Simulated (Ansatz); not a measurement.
**CH₆AlBOSi: up Jacob's ladder to CCSD(T)**

An exercise on one series of results from a longer session: the logs are not shown, and one member is left open.

Method: functionals in def2-TZVPP, the program's frozen cores in correlated methods; program: Ansatz 0.2.0, Gaussian basis.

Levels to be run: PBE-D4, r2SCAN-D4, PBE0-D4, B3LYP-D4, ωB97X-V, ωB97M-V, B2PLYP; CCSD(T)/def2-TZVPP; MP2/def2-QZVPP; extrapolation to the limit.

**Structure used throughout**

All runs share one geometry, relaxed beforehand with PBE0-D4 in a triple-zeta def2 set.

SMILES `[BH]1C[SiH2][O][AlH]1`, 11 atoms, charge 0, spin multiplicity 1.

Atoms are counted from 1 here; the program's logs count them from 0.

Bond lengths: B1–C2 1.549 Å, B1–Al5 2.143 Å, B1–H6 1.198 Å, C2–Si3 1.910 Å, C2–H7 1.092 Å, C2–H8 1.103 Å, Si3–O4 1.643 Å, Si3–H9 1.486 Å, Si3–H10 1.488 Å, O4–Al5 1.732 Å, Al5–H11 1.584 Å. Angles: C2–B1–Al5 104.4°, C2–B1–H6 121.7°, Al5–B1–H6 132.3°, B1–C2–Si3 104.7°, B1–C2–H7 118.7°, B1–C2–H8 109.2°, Si3–C2–H7 115.9°, Si3–C2–H8 97.3°, H7–C2–H8 108.8°, C2–Si3–O4 104.5°, C2–Si3–H9 111.0°, C2–Si3–H10 110.9°, O4–Si3–H9 110.8°, O4–Si3–H10 111.3°, H9–Si3–H10 108.4°, Si3–O4–Al5 115.5°, B1–Al5–O4 96.2°, B1–Al5–H11 145.1° and more.

The first run:

in.yaml

```yaml
crystal:
  periodic: [false, false, false]
  atoms:
    - {symbol: B, position_ang: [-1.421281, -0.272510, 0.180013]}
    - {symbol: C, position_ang: [-0.157071, -0.652275, 0.989977]}
    - {symbol: Si, position_ang: [1.212132, 0.499047, 0.320546]}
    - {symbol: O, position_ang: [0.918173, 0.592846, -1.292745]}
    - {symbol: Al, position_ang: [-0.685319, 0.162029, -1.785312]}
    - {symbol: H, position_ang: [-2.470398, -0.053854, 0.715211]}
    - {symbol: H, position_ang: [-0.231694, -0.722186, 2.077235]}
    - {symbol: H, position_ang: [0.252982, -1.599287, 0.600006]}
    - {symbol: H, position_ang: [2.560157, -0.070869, 0.579514]}
    - {symbol: H, position_ang: [1.138093, 1.839860, 0.961731]}
    - {symbol: H, position_ang: [-1.050473, 0.220099, -3.325476]}
basis:
  gaussian: {orbitals: def2-TZVPP}
hamiltonian: {xc: pbe, dispersion: d4}
output: {forces: true, orbitals: {seedname: orbitals}}
```

Started as:

```console
> ansatz run in.yaml --threads 4 --pin off --events-out ev --progress --plain --max-ram 10444MiB
```

Steps of the session up to this table: PBE-D4 (GGA); r2SCAN-D4 (meta-GGA); PBE0-D4 (hybrid); B3LYP-D4 (hybrid); ωB97X-V (range-separated); ωB97M-V (range-separated); B2PLYP (double hybrid); CCSD(T) in def2-TZVPP; MP2 in def2-QZVPP.

One table of the session follows, with a row left open; its other results are not shown here.

It belongs to the step «Atomisation energies». 

| method | atomisation energy (kcal/mol) |
| --- | --- |
| PBE-D4 | 951.9 |
| r2SCAN-D4 | 952.0 |
| PBE0-D4 | 942.6 |
| B3LYP-D4 | 943.5 |
| ωB97X-V | 951.5 |
| ωB97M-V | 949.9 |
| B2PLYP | 934.9 |
| HF/def2-TZVPP | 716.1 |
| MP2/def2-TZVPP | 937.8 |
| CCSD/def2-TZVPP | 909.8 |
| CCSD(T)/def2-TZVPP | 922.1 |
| MP2/CBS | ? |
| CCSD(T)/CBS | 946.3 |

Estimate the missing values for MP2/CBS.

**Answer.** atomisation energy (kcal/mol): 962.0. In the column «atomisation energy (kcal/mol)» it is the highest.

Caveats from the session: Free atoms (1 B, 1 C, 1 Si, 1 O, 1 Al, 6 H) were run apart at each level; the atomisation energy is their sum less the molecule, without zero-point or spin-orbit terms.
